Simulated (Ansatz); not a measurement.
# GePH₃ (quintet): from Hartree-Fock to the top rungs, cc-pVDZ

Aim: climb from Hartree-Fock through coupled cluster and multireference methods for GePH₃ (quintet) at one geometry and basis, and see what each rung misses.

Program: Ansatz 0.2.0, Gaussian basis. Level of theory: cc-pVDZ, core rule «outside noble gas», up to 19 orbitals frozen. These are calculated values, not measurements.

The runs, in order: UHF; CCSD(T) on ROHF; CCSD(T) on UHF; BCCD(T) on ROHF; CISD; CCSDT(Q) on ROHF; CCSDT(Q) on UHF; CASSCF and MRCISD+Q, 12 electrons in 11 orbitals; CASSCF and NEVPT2, 12 electrons in 11 orbitals.

29 further runs of the same task are left out: 2 for a known fault of the program, 16 that didn't finish, 11 set aside as unsound or not needed.

### Step 1. The system

The geometry is a PBE0/def2-TZVP stationary point (not a proven minimum) of the parent state, kept for this charge and spin. No spin-orbit coupling is included. The filled d shell of Ge may be among the frozen orbitals whatever the setting's name suggests; the logs give the count.

5 atoms, charge 0, spin multiplicity 5.

Atoms are counted from 1 here; the program's logs count them from 0.

Bond lengths: Ge1–P2 2.312 Å, Ge1–H3 1.539 Å, Ge1–H4 1.539 Å, Ge1–H5 1.539 Å. Angles: P2–Ge1–H3 110.1°, P2–Ge1–H4 110.1°, P2–Ge1–H5 110.1°, H3–Ge1–H4 108.8°, H3–Ge1–H5 108.8°, H4–Ge1–H5 108.8°.

### Step 2. UHF

Input file in.yaml:

```yaml
crystal:
  periodic: [false, false, false]
  atoms:
    - {symbol: Ge, position_ang: [-0.656484, -0.004808, 0.000881]}
    - {symbol: P, position_ang: [1.655316, 0.012124, -0.002222]}
    - {symbol: H, position_ang: [-1.195968, 1.436850, 0.003923]}
    - {symbol: H, position_ang: [-1.178396, -0.733455, 1.252326]}
    - {symbol: H, position_ang: [-1.181787, -0.729442, -1.251475]}
basis:
  gaussian: {orbitals: cc-pVDZ}
magnetization: {spin_polarized: true, initial_magnetization: 4}
hamiltonian: {xc: hf}
output: {orbitals: {seedname: orbitals}}
```

Started as:

```sh
> ansatz run in.yaml --threads 1 --pin off --events-out ev --progress --plain --max-ram 2393MiB
```

The runs that follow: CCSD(T) on ROHF; CCSD(T) on UHF; BCCD(T) on ROHF; CISD; CCSDT(Q) on ROHF; CCSDT(Q) on UHF; CASSCF and MRCISD+Q, 12 electrons in 11 orbitals; CASSCF and NEVPT2, 12 electrons in 11 orbitals.

Q: Predict the results of all the runs planned. Wanted: UCCSDT(Q) below the RHF energy; RMP2 from UCCSDT(Q); UMP2 from UCCSDT(Q); RCCSD from UCCSDT(Q); RCCSD(T) from UCCSDT(Q); UCCSD(T) from UCCSDT(Q); RCCSDT(Q) from UCCSDT(Q); NEVPT2 valence from UCCSDT(Q); MRCISD+Q valence from UCCSDT(Q).

The runs gave:

| quantity | value |
| --- | --- |
| UCCSDT(Q) below the RHF energy | -5.9854 eV |
| RMP2 from UCCSDT(Q) | +125.2 kJ/mol |
| UMP2 from UCCSDT(Q) | +125.8 kJ/mol |
| RCCSD from UCCSDT(Q) | +17.5 kJ/mol |
| RCCSD(T) from UCCSDT(Q) | +4.0 kJ/mol |
| UCCSD(T) from UCCSDT(Q) | +3.7 kJ/mol |
| RCCSDT(Q) from UCCSDT(Q) | +0.3 kJ/mol |
| NEVPT2 valence from UCCSDT(Q) | +114.4 kJ/mol |
| MRCISD+Q valence from UCCSDT(Q) | +2.0 kJ/mol |
| levels within 1 kcal/mol (43 meV) | RCCSD(T), UCCSD(T), BCCD(T), RCCSDT, UCCSDT, RCCSDT(Q), MRCISD+Q valence |
| T1 diagnostic | 0.021 |
| effectively unpaired electrons | 4.02 |

RCCSD(T) misses by +4.0 kJ/mol, 0.7 % of the correlation energy. One determinant dominates. Of the multireference levels listed MRCISD+Q valence comes nearest in total energy (+2.0 kJ/mol), which doesn't show that its space is the better one. These misses are within one basis, not against nature; the frozen cores of restricted and unrestricted runs differ, which can shift their rows.
